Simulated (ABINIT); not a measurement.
# Ba2Tl5V3O12 in ABINIT: the effect of functional

Ba2Tl5V3O12:

```xyz
22
Lattice="6.6527 0.0495 0.0202 2.8607 8.3646 0.0038 2.6828 2.4694 9.1957" Properties=species:S:1:pos:R:3 pbc="T T T"
Ba    5.5442    0.4859    0.2246
Ba    5.0453    8.8099    3.1356
V     7.8851    6.7880    3.1058
V     2.5747    2.3174    0.3028
V     2.2646    2.2781    6.0800
Tl    3.7845    4.2101    3.2255
Tl    6.5448    4.4409    5.5815
Tl    8.1264    9.0456    6.1615
Tl    6.6930    4.4787    1.0881
Tl    4.6212    7.2113    6.8375
O     3.6229    2.1646    4.9879
O     8.0188    5.0381    3.1811
O     3.7266    2.1571    1.5981
O     7.5372    1.8755    5.1646
O     4.9576    6.4605    9.0991
O     7.0474    7.3889    4.4933
O     8.6870    3.8848    6.7562
O     6.8904    7.1926    1.7495
O     1.1117    1.6298    0.9364
O     5.2975    9.5590    7.4268
O     5.9074    3.9074    8.2110
O     9.3999    7.5353    2.8601
```

The cell was built by a generator and needn't be a form met in nature.

Alike in all runs:

```yaml
Program: ABINIT 10.8.3 (patched build)
Task: single point
Potentials_or_basis: Ansatz PAW PBE generated set soft_1, frozen core
Cutoff: 490 eV
k_mesh: 2 × 2 × 2
Occupations: fermi-dirac, width 0.05 eV
Spin: collinear spin, ferromagnetic start
Starting_moments: "[0.0, 0.0, 2.0, 2.0, 2.0, 0.0, 0.0, 0.0, 0.0, 0.0, 0.0, 0.0, 0.0, 0.0, 0.0, 0.0, 0.0, 0.0, 0.0, 0.0, 0.0, 0.0] μB"
```

**Question.** One run gave: gap on the mesh 2.90 eV; pressure 0.0 GPa; largest force 0.02 eV/Å. Which functional did it use?
A. PBE
B. PBEsol
C. LDA

**Answer.** A.

| functional | gap on the mesh (eV) | pressure (GPa) | largest force (eV/Å) |
| --- | --- | --- | --- |
| PBE | 2.90 | 0.0 | 0.02 |
| LDA | 2.80 | -4.9 | 0.76 |
| PBEsol | 2.85 | -2.6 | 0.38 |

Caveats: all runs use coarse meshes; the atomic spheres overlap; spin-orbit coupling is left out, which as a rule narrows the gap of such compounds by several tenths of an eV; the PAW data sets were made with another functional, which shifts forces and pressure a little (some runs).

A k mesh can miss the band edges.

Not every run made on this cell is shown here.
